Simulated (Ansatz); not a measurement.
# SiGeHS (doublet): from Hartree-Fock to the top rungs at a displaced geometry (v2), cc-pVDZ

An exercise on one series of results from a longer session: the logs are not shown, and one member is left open.

Method: cc-pVDZ, core rule «outside noble gas», up to 24 orbitals frozen; program: Ansatz 0.2.0, Gaussian basis.

Plan: UHF; CCSD(T) on ROHF; CCSD(T) on UHF; BCCD(T) on ROHF; CISD as a restricted active space (open shells left free, so some higher excitations enter); CCSDT(Q) on ROHF; CCSDT(Q) on UHF; CASSCF and MRCISD+Q, 9 electrons in 9 orbitals; CASSCF and NEVPT2, 9 electrons in 9 orbitals.

16 further runs of the same task are left out: 7 that didn't finish, 9 set aside as unsound or not needed. Runs told in other sessions of the task aren't counted.

### The geometry

The geometry is a PBE0/def2-TZVP stationary point (not a proven minimum) with its atoms shifted at random (size 0.100 Å). No spin-orbit coupling is included. The filled d shell of Ge may be among the frozen orbitals whatever the setting's name suggests.

4 atoms, charge 0, spin multiplicity 2.

Atoms are counted from 1 here; the program's logs count them from 0.

Bond lengths: Ge1–S2 2.340 Å, Ge1–Si3 2.305 Å, Ge1–H4 1.490 Å, S2–Si3 2.167 Å. Angles: S2–Ge1–Si3 55.6°, S2–Ge1–H4 102.4°, Si3–Ge1–H4 158.0°, Ge1–S2–Si3 61.4°, Ge1–Si3–S2 63.0°.

The first run:

Input file in.yaml:

```yaml
crystal:
  periodic: [false, false, false]
  atoms:
    - {symbol: Ge, position_ang: [0.058076, -0.014167, 0.915872]}
    - {symbol: S, position_ang: [-0.106798, 1.008097, -1.182993]}
    - {symbol: Si, position_ang: [-0.030177, -1.155678, -1.084293]}
    - {symbol: H, position_ang: [0.052931, 1.153111, 1.842001]}
basis:
  gaussian: {orbitals: cc-pVDZ}
magnetization: {spin_polarized: true, initial_magnetization: 1}
hamiltonian: {xc: hf}
output: {orbitals: {seedname: orbitals}}
```

Run with:

```bash
ansatz run in.yaml --threads 1 --pin off --events-out ev --progress --plain --max-ram 2393MiB
```

Steps of the session up to this table: UHF; CCSD(T) on ROHF; CCSD(T) on UHF; BCCD(T) on ROHF; CISD as a restricted active space (open shells left free, so some higher excitations enter); CCSDT(Q) on ROHF; CCSDT(Q) on UHF; CASSCF and MRCISD+Q, 9 electrons in 9 orbitals; CASSCF and NEVPT2, 9 electrons in 9 orbitals.

One table of the session follows, with a row left open; its other results are not shown here.

It belongs to the step «Misses and costs». 

| method | from UCCSDT(Q) (kJ/mol) |
| --- | --- |
| ROHF | +914.7 |
| UHF | +901.0 |
| RMP2 | +141.8 |
| UMP2 | +147.2 |
| CISD | +163.9 |
| RCCSD | +52.2 |
| UCCSD | +51.9 |
| RCCSD(T) | +8.5 |
| UCCSD(T) | +9.0 |
| BCCD(T) | ? |
| RCCSDT | +4.4 |
| UCCSDT | +4.4 |
| RCCSDT(Q) | +0.6 |
| UCCSDT(Q) | 0 |
| CASSCF frontier | +717.2 |
| NEVPT2 frontier | +144.5 |
| MRCISD frontier | +98.9 |
| MRCISD+Q frontier | +16.5 |

**Question.** Estimate the row for BCCD(T).

As computed: from UCCSDT(Q) (kJ/mol): +8.2. In the column «from UCCSDT(Q) (kJ/mol)» it lies between UCCSDT (+4.4) and RCCSD(T) (+8.5).

To keep in mind: Restricted and unrestricted rows rest on different reference determinants; a gap between their highest levels can come from leftover correlation error, from unlike frozen cores or from another state.
